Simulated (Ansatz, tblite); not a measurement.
# Ga9Sb10 wurtzite ring sphere (Ga₉Sb₁₀H₂₆+): which spin state is lowest

Aim: set other spin states of Ga9Sb10 wurtzite ring sphere (Ga₉Sb₁₀H₂₆+) against its singlet, on many levels of theory.

Computed with Ansatz 0.2.0, Gaussian basis. Level: as each input shows.

Plan: triplet, at the geometry of the singlet (GFN1-xTB, PBE0-D4/def2-TZVP, PBE-D4/def2-TZVP); the singlet's energies come from earlier runs.

2 further runs of the same task are left out: 2 for a known fault of the program.

### 1 The geometry

The singlet was relaxed beforehand with r2SCAN-D4/def2-SVP.

45 atoms, charge 1, spin multiplicity 1.

Bond lengths: Sb1–Ga2 2.754 Å, Sb1–Ga5 2.645 Å, Sb1–H20 1.699 Å, Sb1–H21 1.698 Å, Ga2–Sb7 2.694 Å, Ga2–H22 1.556 Å, Ga2–H23 1.556 Å, Sb3–Ga4 2.710 Å, Sb3–Ga5 2.662 Å, Sb3–H24 1.700 Å, Sb3–H25 1.696 Å, Ga4–Sb9 2.710 Å, Ga4–H26 1.557 Å, Ga4–H27 1.552 Å, Ga5–Sb6 2.654 Å, Ga5–Sb14 2.631 Å, Sb6–Ga8 2.702 Å, Sb6–Ga10 2.654 Å and more. Angles: Ga2–Sb1–Ga5 118.9°, Ga2–Sb1–H20 114.5°, Ga2–Sb1–H21 114.3°, Ga5–Sb1–H20 105.1°, Ga5–Sb1–H21 104.1°, H20–Sb1–H21 97.2°, Sb1–Ga2–Sb7 95.6°, Sb1–Ga2–H22 103.6°, Sb1–Ga2–H23 103.6°, Sb7–Ga2–H22 109.2°, Sb7–Ga2–H23 109.5°, H22–Ga2–H23 129.5°, Ga4–Sb3–Ga5 126.7°, Ga4–Sb3–H24 106.8°, Ga4–Sb3–H25 112.8°, Ga5–Sb3–H24 104.5°, Ga5–Sb3–H25 104.8°, H24–Sb3–H25 97.1° and more.

Sb takes a core potential in the def2 sets. No spin-orbit coupling is included. The ion is computed in the gas phase, without counter-ions or solvent.

### 2 Triplet at the fixed geometry, GFN1-xTB

Tight binding, by tblite at 300 K electronic temperature and without a spin-polarisation term:

```python
tblite.interface.Calculator('GFN1-xTB', numbers, positions, charge=1, uhf=2).singlepoint()
```

Energy -1385.5209 eV; 0.45 s.

### 3 Triplet at the fixed geometry, PBE0-D4/def2-TZVP

File in.yaml:

```yaml
crystal:
  periodic: [false, false, false]
  atoms:
    - {symbol: Sb, position_ang: [0.677302, -4.515580, -0.141758]}
    - {symbol: Ga, position_ang: [0.701416, -4.763656, 2.600688]}
    - {symbol: Sb, position_ang: [0.677439, -2.015670, -3.869321]}
    - {symbol: Ga, position_ang: [-1.054550, -0.609720, -5.407295]}
    - {symbol: Ga, position_ang: [0.736699, -2.095750, -1.208853]}
    - {symbol: Sb, position_ang: [-1.352556, -0.781280, -0.233427]}
    - {symbol: Sb, position_ang: [0.769809, -2.118521, 3.105360]}
    - {symbol: Ga, position_ang: [-1.469167, -0.848062, 2.464891]}
    - {symbol: Sb, position_ang: [-1.404692, 1.593746, -3.869764]}
    - {symbol: Ga, position_ang: [-1.444871, 1.685191, -1.209233]}
    - {symbol: Sb, position_ang: [-3.570341, 2.843902, -0.142648]}
    - {symbol: Sb, position_ang: [-1.447769, 1.726320, 3.104876]}
    - {symbol: Ga, position_ang: [-3.771216, 2.992150, 2.599858]}
    - {symbol: Sb, position_ang: [2.810002, -0.722088, -0.351465]}
    - {symbol: Ga, position_ang: [3.002847, -0.940594, 2.310531]}
    - {symbol: Ga, position_ang: [2.684515, 1.548550, -1.796627]}
    - {symbol: Sb, position_ang: [0.781557, 2.793559, -0.351722]}
    - {symbol: Sb, position_ang: [2.756825, 1.589850, 3.127526]}
    - {symbol: Ga, position_ang: [0.689728, 3.069890, 2.310309]}
    - {symbol: H, position_ang: [-0.615951, -5.306747, -0.907939]}
    - {symbol: H, position_ang: [1.932412, -5.345801, -0.928896]}
    - {symbol: H, position_ang: [-0.717449, -5.310609, 2.930101]}
    - {symbol: H, position_ang: [2.095698, -5.386633, 2.898180]}
    - {symbol: H, position_ang: [0.543607, -3.642782, -4.341846]}
    - {symbol: H, position_ang: [2.294085, -1.794343, -4.332010]}
    - {symbol: H, position_ang: [-2.395140, -1.383124, -5.232832]}
    - {symbol: H, position_ang: [-0.305165, -0.177697, -6.696120]}
    - {symbol: H, position_ang: [-2.726571, -1.573903, -0.851434]}
    - {symbol: H, position_ang: [0.841837, -1.970310, 4.799556]}
    - {symbol: H, position_ang: [-2.767167, -1.596188, 2.906503]}
    - {symbol: H, position_ang: [-2.879519, 2.293432, -4.342933]}
    - {symbol: H, position_ang: [-0.402400, 2.881523, -4.332003]}
    - {symbol: H, position_ang: [-4.902057, 2.117137, -0.906730]}
    - {symbol: H, position_ang: [-3.663916, 4.344729, -0.931902]}
    - {symbol: H, position_ang: [-1.283851, 1.714708, 4.799105]}
    - {symbol: H, position_ang: [-4.955559, 2.039037, 2.931046]}
    - {symbol: H, position_ang: [-3.611065, 4.511269, 2.895258]}
    - {symbol: H, position_ang: [4.105682, -1.645516, -0.953245]}
    - {symbol: H, position_ang: [4.343405, -1.600235, 2.755188]}
    - {symbol: H, position_ang: [1.907859, 1.099974, -3.096897]}
    - {symbol: H, position_ang: [4.030773, 2.325251, -1.768091]}
    - {symbol: H, position_ang: [0.630134, 4.377295, -0.953778]}
    - {symbol: H, position_ang: [2.767326, 1.596400, 4.825140]}
    - {symbol: H, position_ang: [4.212317, 2.428945, 2.879302]}
    - {symbol: H, position_ang: [0.789795, 4.560654, 2.754848]}
basis:
  gaussian: {orbitals: def2-TZVP, fitting: {mean_field: def2-universal-jkfit}}
total_charge: 1
magnetization: {spin_polarized: true, initial_magnetization: 2}
hamiltonian: {xc: pbe0, dispersion: d4}
scf: {omitted_lower_state_checks: [starts]}
output: {orbitals: {seedname: orbitals}}
```

On the command line:

```bash
$ ansatz run in.yaml --threads 11 --pin off --events-out ev --progress --plain --max-ram 110592MiB --backend cuda --devices 0, --max-vram 75GiB
```

What it wrote:

```text
Functional definition: PBE0
  name "PBE0"
  cite "Adamo & Barone, J. Chem. Phys. 110, 6158 (1999) doi:10.1063/1.478522"
  cite "Perdew, Burke & Ernzerhof, Phys. Rev. Lett. 77, 3865 (1996) doi:10.1103/PhysRevLett.77.3865"
  parent pbe
  parameter a = 0.25
  parameter kappa = 0.804
  parameter beta = 0.06672455060314922
  exchange = (1 - a)*pbe_x(kappa = kappa, mu = beta*pi^2/3) + a*exact_x
  correlation = pbe_c(beta = beta)
these checks for a lower state are left out or cut short: starts
5042 factors; integrals over basis functions are off by at most 6.9e-1 eV
mean field evaluation 1: about -537139.5625 eV, gradient 4.4e1 eV
mean field evaluation 2: about -537136.9587 eV, gradient 5.7e1 eV
mean field evaluation 4: about -537143.6027 eV, gradient 6.8e0 eV
mean field evaluation 8: about -537143.8881 eV, gradient 7.4e-1 eV
mean field evaluation 16: about -537143.9034 eV, gradient 5.2e-2 eV
mean field evaluation 32: about -537143.9036 eV, gradient 1.5e-4 eV
mean field -537143.90357352 eV, -19739.6743671123 hartree, gradient 8.8e-6 eV, S^2 2.004982; 0 other end points of the search recorded, 0 dependent functions left out
reference -537143.90367178 eV, -19739.6743707233 hartree; 268, 266 occupied and 820, 822 virtual orbitals, 5042 factors
Total energy: -537147.50735975 eV, -19739.8068038135 hartree
Checks for a lower state left out: starts
```

Run time: 32 s. Hardware: 1 × H100 with 11 threads of AMD EPYC 7R13, shared host; peak host memory 2.1 GiB.

Report: HOMO -5.52 eV, LUMO -8.34 eV (over both spins; with the spin held, an empty level of the minority spin lies below the top filled one); ⟨S²⟩ 2.005 (pure: 2.00).

### 4 Triplet at the fixed geometry, PBE-D4/def2-TZVP

start.molden holds the orbitals of an earlier run on this state, given as this run's starting guess.

Changes to in.yaml since step 3:

```diff
@@ -49,6 +49,6 @@
 basis:
-  gaussian: {orbitals: def2-TZVP, fitting: {mean_field: def2-universal-jkfit}}
+  gaussian: {orbitals: def2-TZVP, fitting: {mean_field: def2-universal-jkfit}, initial_orbitals: start.molden}
 total_charge: 1
 magnetization: {spin_polarized: true, initial_magnetization: 2}
-hamiltonian: {xc: pbe0, dispersion: d4}
+hamiltonian: {xc: pbe, dispersion: d4}
 scf: {omitted_lower_state_checks: [starts]}
```

Same command.

What it wrote:

```text
Functional definition: PBE
  name "PBE"
  cite "Perdew, Burke & Ernzerhof, Phys. Rev. Lett. 77, 3865 (1996) doi:10.1103/PhysRevLett.77.3865"
  parent pbe
  parameter kappa = 0.804
  parameter beta = 0.06672455060314922
  exchange = pbe_x(kappa = kappa, mu = beta*pi^2/3)
  correlation = pbe_c(beta = beta)
these checks for a lower state are left out or cut short: starts
5042 factors; integrals over basis functions are off by at most 6.9e-1 eV
mean field evaluation 1: about -537129.5116 eV, gradient 1.9e1 eV
mean field evaluation 2: about -537130.4164 eV, gradient 1.1e0 eV
mean field evaluation 4: about -537130.4489 eV, gradient 1.0e-1 eV
mean field evaluation 8: about -537130.4499 eV, gradient 1.0e-4 eV
mean field evaluation 16: about -537130.4499 eV, gradient 2.5e-5 eV
mean field -537130.44992580 eV, -19739.1799546776 hartree, gradient 1.7e-6 eV, S^2 2.001446; 0 other end points of the search recorded, 0 dependent functions left out
reference -537130.45005581 eV, -19739.1799594555 hartree; 268, 266 occupied and 820, 822 virtual orbitals, 5042 factors
Total energy: -537134.36015289 eV, -19739.3236528728 hartree
Checks for a lower state left out: starts
```

Wall time 13 s (1 × H100 with 11 threads of AMD EPYC 7R13, shared host); peak host memory 1.9 GiB.

HOMO -5.31 eV, LUMO -8.37 eV (over both spins; with the spin held, an empty level of the minority spin lies below the top filled one); ⟨S²⟩ 2.001 (pure: 2.00).

### 5 Triplet less singlet, vertical

The singlet's energies are those of its earlier runs, whose logs aren't repeated here.

```csv
level,"triplet less singlet, vertical (kcal/mol)",time
GFN1-xTB,+65.9,0.78 s
PBE-D4/def2-TZVP,+71.0,18 s
PBE0-D4/def2-TZVP,+85.7,44 s
```

Times add the two runs; a level without a time comes out of a correlated run. Tight binding without a spin term can't rank spin states.

### 6 Outcome

```
                                                quantity                                       value
triplet less singlet, vertical, functionals in def2-TZVP  +71.0 (PBE-D4) to +85.7 kcal/mol (PBE0-D4)
```

All functionals put the triplet above the singlet, over a spread of 14.6 kcal/mol. The checks for a lower triplet were left out, so another state of that spin may lie lower. These are electronic energies, without zero-point motion, entropy or surroundings.
